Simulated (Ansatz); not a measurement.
# Ge2Sb2Te5 (P-3m1) in Ansatz: notebook, part 2 of 2

Ansatz 0.2.0.

### 4 Single point, PBE (strained by -2 %)

Input file input.yaml:

```yaml
crystal:
  lattice:
    - [4.2940644248, -0.0429406442, 0.0]
    - [-2.1842199012, 3.7402391995, 0.0]
    - [0.0, 0.0, 17.101346]
  atoms:
    - { symbol: Te, position: [0.6666666667, 0.3333333333, 0.419892] }
    - { symbol: Te, position: [0.3333333333, 0.6666666667, 0.580108] }
    - { symbol: Te, position: [0.3333333333, 0.6666666667, 0.201542] }
    - { symbol: Te, position: [0.6666666667, 0.3333333333, 0.798458] }
    - { symbol: Te, position: [0.0, 0.0, 0.0] }
    - { symbol: Sb, position: [0.0, 0.0, 0.320068] }
    - { symbol: Sb, position: [0.0, 0.0, 0.679932] }
    - { symbol: Ge, position: [0.6666666667, 0.3333333333, 0.102895] }
    - { symbol: Ge, position: [0.3333333333, 0.6666666667, 0.897105] }
hamiltonian:
  xc: pbe
  pseudopotentials: { kind: paw }
kpoints:
  mp_grid: { grid: [5, 5, 2] }
scf:
  occupations: { method: fermi_dirac, width: 0.05 }
output:
  forces: true
  stress: true
  eigenvalues: true
```

Potentials or basis: Ansatz PAW.

Started as:

```sh
ansatz run input.yaml --threads 4 --pin off --max-ram 11264MiB --backend cpu --events-out ev --progress --plain --runs-dir out
```

Standard output:

```text
Warning: RAYON_NUM_THREADS=4 ignored (pool sized by the plan → 4); use --threads N
Engine: ansatz 0.2.0, aarch64-unknown-linux-gnu
Pseudopotentials: kind: paw
Pseudopotential: Te, paw, valence charge 16, recommended cutoff 420 eV (normal), Te.paw.azcp
Pseudopotential: Sb, paw, valence charge 15, recommended cutoff 420 eV (normal), Sb.paw.azcp
Pseudopotential: Ge, paw, valence charge 14, recommended cutoff 420 eV (normal), Ge.paw.azcp
Functional definition: PBE
  parameter kappa = 0.804
  parameter beta = 0.06672455060314922
  exchange = pbe_x(kappa = kappa, mu = beta*pi^2/3)
  correlation = pbe_c(beta = beta)
Crystal: 9 atoms, lattice volume = 273.058 Å³
Basis set: ecut = 420 eV, 5335 PW (Γ), exchange–correlation on 60×60×240 points (8 copies of the dense FFT grid, shifted against one another)
Bands: 83, of which v1, the nominal top of the filled ones, is band 69 counted from 1 (68 counted from 0)
Symmetry: 2 space group operations
Space group: P-1 (ITA 2), of the structure as read, at distance tolerance 6.5e-5 Å
k-points: 26 of 50
Non-local potential: Te, projectors of the file, l = 0: 2, l = 1: 2, l = 2: 2, l = 3: 2
Non-local potential: Sb, projectors of the file, l = 0: 2, l = 1: 2, l = 2: 2, l = 3: 2
Non-local potential: Ge, projectors of the file, l = 0: 2, l = 1: 2, l = 2: 3, l = 3: 1
PAW form: soft (Blöchl's): semilocal exchange-correlation on the pseudo side does not see the compensation charge
PAW one-centre angular grid: Te, 590 points (default); XC on 64 Gauss nodes
PAW one-centre angular grid: Sb, 590 points (default); XC on 64 Gauss nodes
PAW one-centre angular grid: Ge, 590 points (default); XC on 64 Gauss nodes
Initial density: superposition of atomic densities (neutral atoms: chi_scale 0, normalization atom), corrected by the library's trained network
Initial wavefunctions: pseudopotential atomic-orbital guess
Functional: x = pbe(κ = 0.804, μ = 0.2195149727645171), c = pbe(β = 0.06672455060314922)
SCF iter   1: F=—  HF=-56459.689078 eV  |F-HF|=—  |Δ(HF+E_count)|=         —  Δρ=1.37e-3  dr2=9.96e-2  ethr=1.77e-3  ⟨swp⟩=6.4  Hψ=8209  notcnv=0  defer=15
preconditioner: auto → LDOS  [insulator: Δε(μ)=0.159 eV  Ē_g=8.216 eV  σ=0.050 eV  W_gap=0.66  n_scr=66 (ndim 8)  ℏωp=15.6 eV  f_vac=0.012  D(μ)=0.28/eV (n_scr^D=2)  ε∞_Penn≈4.6  β→1.0]
SCF iter   2: F=—  HF=-56459.724350 eV  |F-HF|=—  |Δ(HF+E_count)|=   3.53e-2  Δρ=3.13e-3  dr2=8.67e-1  ethr=7.22e-5  ⟨swp⟩=3.3  Hψ=3790  notcnv=0  defer=116
preconditioner: auto → Resta (q_TF=auto, 2.435 Å⁻¹)  ε∞=4.6  [insulator: Δε(μ)=0.236 eV  Ē_g=8.222 eV  σ=0.050 eV  W_gap=0.83  n_scr=66 (ndim 8)  ℏωp=15.6 eV  f_vac=0.012  D(μ)=0.16/eV (n_scr^D=0)  ε∞_Penn≈4.6  β→0.5]
SCF iter   3: F=—  HF=-56459.679460 eV  |F-HF|=—  |Δ(HF+E_count)|=   4.49e-2  Δρ=5.03e-4  dr2=1.63e-3  ethr=7.22e-5  ⟨swp⟩=2.8  Hψ=2662  notcnv=0  defer=116
SCF iter   4: F=—  HF=-56459.679716 eV  |F-HF|=—  |Δ(HF+E_count)|=   2.56e-4  Δρ=1.86e-4  dr2=1.39e-4  ethr=1.18e-6  ⟨swp⟩=2.7  Hψ=3996  notcnv=0  defer=75
SCF iter   5: F=—  HF=-56459.679759 eV  |F-HF|=—  |Δ(HF+E_count)|=   4.33e-5  Δρ=7.66e-5  dr2=1.59e-5  ethr=1.00e-7  ⟨swp⟩=2.0  Hψ=2701  notcnv=0  defer=75
SCF iter   6: F=—  HF=-56459.679677 eV  |F-HF|=—  |Δ(HF+E_count)|=   8.22e-5  Δρ=2.93e-5  dr2=4.52e-6  ethr=1.15e-8  ⟨swp⟩=2.0  Hψ=3874  notcnv=0  defer=75
SCF iter   7: F=—  HF=-56459.679676 eV  |F-HF|=—  |Δ(HF+E_count)|=   5.39e-7  Δρ=8.62e-6  dr2=3.54e-7  ethr=3.27e-9  ⟨swp⟩=2.0  Hψ=3192  notcnv=0  defer=75
SCF iter   8: F=-56459.679677 eV  HF=-56459.679677 eV  |F-HF|=1.27e-8  |Δ(HF+E_count)|=   1.85e-7  Δρ=2.66e-6  dr2=4.76e-8  ethr=7.25e-11  ⟨swp⟩=11.3  Hψ=10859  notcnv=0
SCF 1 converged in 8 iterations: F = -56459.679677 eV  dr2 = 4.76e-8
SCF converged after 8 iterations
Free energy (F): -56459.679677 eV
Harris-Foulkes:  -56459.679677 eV  (|F-HF|=1.27e-8)
Internal energy: -56459.677327 eV  (E = F + TS)
E sigma→0 (E₀):  -56459.678502 eV
Entropy (-TS):   -0.002349 eV (-0.261 meV/atom)
Fermi energy:    9.282048 eV
--- Per-component energies (eV) ---
  E_band       = -1938.032562
  E_kinetic    = 1530.244820
  E_local      = -14574.601341  (includes V_loc(G=0)·N_el)
  E_nonlocal   = -2.133895
  E_hartree    = 7718.299562
  E_xc         = -1047.445745
  E_vxc        = -839.000289  (∫ρ·V_xc dr)
  E_paw        = -36488.239479  (= ΣΔE_a)
  E_vpaw       = -3489.138149  (= ΣTr[D̂ρ^β])
  E_aug_tail   = -0.000358  (compensation charges beyond the density's cutoff)
  E_ewald      = -13595.800891
  E_smearing   = -0.002349  (= −TS)
  E_closure    = 0.000000  (closes the sum)
  Σ components = -56459.679677   (vs F -56459.679677, Δ=0.00e0)
--- Forces (eV/Å), atoms counted from 1 ---
  atom   1  Te     0.05332941     0.00298497    -0.11483628
  atom   2  Te    -0.05332941    -0.00298497     0.11483628
  atom   3  Te    -0.01225266     0.00006533    -0.08895834
  atom   4  Te     0.01225266    -0.00006533     0.08895834
  atom   5  Te     0.00000000     0.00000000     0.00000000
  atom   6  Sb    -0.01252007    -0.00176096    -0.02422455
  atom   7  Sb     0.01252007     0.00176096     0.02422455
  atom   8  Ge    -0.00287316     0.00005398    -0.04727734
  atom   9  Ge     0.00287316    -0.00005398     0.04727734
  max |Σ_I F_I| component: 0.00e0 eV/Å
--- Stress (GPa, compression-positive) ---
        0.283416       0.722059       0.467953
        0.722059       0.266509       0.017137
        0.467953       0.017137       0.378225
  P = ⅓ Tr σ = 0.3094 GPa (3.094 kbar)
--- Band table (eV; the first three rows and the last of 26) ---
  k-point 0: bands = ["-27.9378", "-27.9371", "-27.9364", "-27.9362", "-27.9296", "-27.9272", "-27.9257", "-27.9237", "-27.9235", "-27.9225", "-27.7066", "-27.7066", "-27.7032", "-27.7032", "-27.7008", "-27.7008", "-27.6847", "-27.6847", "-27.6844", "-27.6844", "-27.5831", "-27.5826", "-27.5814", "-27.5786", "-27.5776", "-20.5250", "-20.5250", "-20.5246", "-20.5246", "-20.5196", "-20.5196", "-20.5186", "-20.5186", "-20.5174", "-20.5174", "-15.7786", "-15.7777", "-15.7754", "-15.7746", "-15.7734", "-15.7729", "-15.7720", "-15.7713", "-15.7704", "-15.7699", "-3.9564", "-3.6802", "-3.3443", "-2.5667", "-2.2487", "0.5447", "0.6136", "2.2681", "3.3130", "6.4916", "7.0567", "7.1169", "7.1549", "7.2222", "7.3001", "7.5628", "7.5904", "7.6270", "7.6683", "7.8823", "7.9692", "8.0544", "8.3668", "9.1986", "9.3781", "9.4833", "9.6032", "10.0041", "10.1282", "10.2884", "10.5894", "10.7111", "10.9217", "11.7845", "11.9468", "12.0871", "14.0613", "14.0876"]
  k-point 1: bands = ["-27.9378", "-27.9371", "-27.9363", "-27.9362", "-27.9296", "-27.9272", "-27.9257", "-27.9237", "-27.9235", "-27.9225", "-27.7066", "-27.7066", "-27.7032", "-27.7032", "-27.7008", "-27.7008", "-27.6847", "-27.6847", "-27.6844", "-27.6844", "-27.5831", "-27.5826", "-27.5814", "-27.5786", "-27.5776", "-20.5250", "-20.5250", "-20.5246", "-20.5246", "-20.5196", "-20.5196", "-20.5186", "-20.5186", "-20.5174", "-20.5174", "-15.7786", "-15.7777", "-15.7754", "-15.7746", "-15.7733", "-15.7729", "-15.7720", "-15.7713", "-15.7704", "-15.7698", "-3.9107", "-3.7959", "-3.1360", "-2.8498", "-2.0714", "0.1567", "1.1788", "1.9366", "3.4645", "6.3554", "7.0591", "7.1190", "7.1786", "7.2412", "7.5041", "7.5491", "7.5678", "7.7146", "7.7610", "7.7927", "7.8149", "7.8917", "8.5049", "9.0576", "9.5990", "9.6859", "9.7105", "9.8005", "9.8564", "10.0287", "10.7561", "10.8979", "11.0447", "11.7335", "11.8726", "12.0418", "14.0185", "14.1629"]
  k-point 2: bands = ["-27.9375", "-27.9368", "-27.9360", "-27.9356", "-27.9297", "-27.9279", "-27.9256", "-27.9240", "-27.9230", "-27.9220", "-27.7063", "-27.7063", "-27.7033", "-27.7033", "-27.7010", "-27.7010", "-27.6846", "-27.6846", "-27.6840", "-27.6840", "-27.5831", "-27.5825", "-27.5814", "-27.5783", "-27.5773", "-20.5251", "-20.5251", "-20.5234", "-20.5234", "-20.5196", "-20.5196", "-20.5186", "-20.5186", "-20.5178", "-20.5178", "-15.7788", "-15.7781", "-15.7752", "-15.7744", "-15.7736", "-15.7727", "-15.7723", "-15.7715", "-15.7700", "-15.7693", "-3.6089", "-3.3408", "-3.0287", "-2.3250", "-2.0473", "0.5188", "0.6280", "1.7467", "2.5662", "5.1592", "5.3913", "5.8955", "6.3192", "6.3802", "6.5017", "6.5691", "6.9722", "7.1780", "7.4472", "7.5469", "7.7297", "8.1018", "8.6610", "8.8701", "9.7717", "9.8718", "10.1404", "10.5411", "10.8016", "11.1596", "11.3074", "11.4684", "12.0753", "12.3106", "12.5683", "13.0264", "13.0887", "13.4954"]
  k-point 25: bands = ["-27.9373", "-27.9363", "-27.9357", "-27.9348", "-27.9302", "-27.9277", "-27.9267", "-27.9238", "-27.9224", "-27.9215", "-27.7060", "-27.7060", "-27.7034", "-27.7034", "-27.7011", "-27.7011", "-27.6843", "-27.6843", "-27.6835", "-27.6835", "-27.5833", "-27.5825", "-27.5811", "-27.5780", "-27.5771", "-20.5250", "-20.5250", "-20.5222", "-20.5222", "-20.5202", "-20.5201", "-20.5187", "-20.5187", "-20.5173", "-20.5173", "-15.7793", "-15.7783", "-15.7754", "-15.7746", "-15.7740", "-15.7728", "-15.7710", "-15.7703", "-15.7702", "-15.7694", "-2.9338", "-2.8099", "-2.3067", "-2.1646", "-1.6981", "0.1661", "0.2977", "1.1769", "1.5169", "4.4008", "4.5927", "4.9422", "4.9974", "5.5119", "5.7898", "5.8434", "6.2036", "6.4309", "6.9000", "7.1818", "7.9361", "7.9973", "8.2393", "8.5409", "10.0171", "10.2362", "10.3953", "10.5201", "11.3131", "11.4384", "11.8394", "12.6186", "12.7685", "12.9189", "13.2694", "13.4090", "13.8585", "13.9921"]
```

Run time: 7.5 s. Hardware: 4 threads of Arm Neoverse V2, shared host; peak memory 1 GiB.

Results:

| Property | Result |
| --- | --- |
| Free energy | -56459.6797 eV |
| Pressure | 0.3 GPa |
| Largest force | 0.127 eV/Å |
| Band gap on the k mesh | 0.18 eV, direct |

Forces in eV/Å, atoms in the order of the input:
```
Te   0.053  0.003 -0.115
Te  -0.053 -0.003  0.115
Te  -0.012  0.000 -0.089
Te   0.012  0.000  0.089
Te   0.000  0.000  0.000
Sb  -0.013 -0.002 -0.024
Sb   0.013  0.002  0.024
Ge  -0.003  0.000 -0.047
Ge   0.003  0.000  0.047
```

Levels at points of the mesh, in eV from the valence-band top:
| k point | band 66 | band 67 | band 68 | band 69 | band 70 | band 71 | band 72 | band 73 |
| --- | --- | --- | --- | --- | --- | --- | --- | --- |
| (0.00, 0.00, 0.00) | -1.23 | -1.14 | -0.83 | 0.00 | 0.18 | 0.28 | 0.40 | 0.81 |
| (0.00, 0.00, -0.50) | -1.38 | -1.31 | -0.69 | -0.14 | 0.40 | 0.49 | 0.51 | 0.60 |

Caveat: odd divisions of the mesh miss points on the zone boundary, where band edges often lie, so the gap on the mesh can be too wide; spin-orbit coupling is left out, which moves the levels of the heavy elements. A k mesh can miss the band edges.

### 5 Overview

| task | level | cell | k mesh | gap on the mesh (eV) | pressure (GPa) | relaxed volume (Å³/atom) | largest force (eV/Å) |
| --- | --- | --- | --- | --- | --- | --- | --- |
| relaxation of cell and atoms | BLYP+D3(BJ) | relaxed | 7 × 7 × 2 | 0.28 | 0.0 | 30.81 | 0.01 |
| relaxation of cell and atoms | PBEsol | relaxed | 7 × 7 × 2 | 0.16 | 0.0 | 29.00 | - |
| single point | PBE | strained by -2 % | 5 × 5 × 2 | 0.18 | 0.3 | - | 0.13 |

Alike in all rows: potentials or basis Ansatz PAW; no spin polarisation; cutoff (eV) 420; smearing fermi-dirac 0.05 eV.

Caveats: odd divisions of the mesh miss points on the zone boundary, where band edges often lie, so the gap on the mesh can be too wide; spin-orbit coupling is left out, which moves the levels of the heavy elements; the plane-wave basis is chosen anew once the cell has moved, so the energies of steps on either side of that aren't comparable (some runs); the PAW data sets come from PBE, with cores solved anew for the run's functional, which leaves a small shift of forces and pressure (some runs).

Total energies depend on the potentials used, so only differences within one code and one set of settings carry meaning.
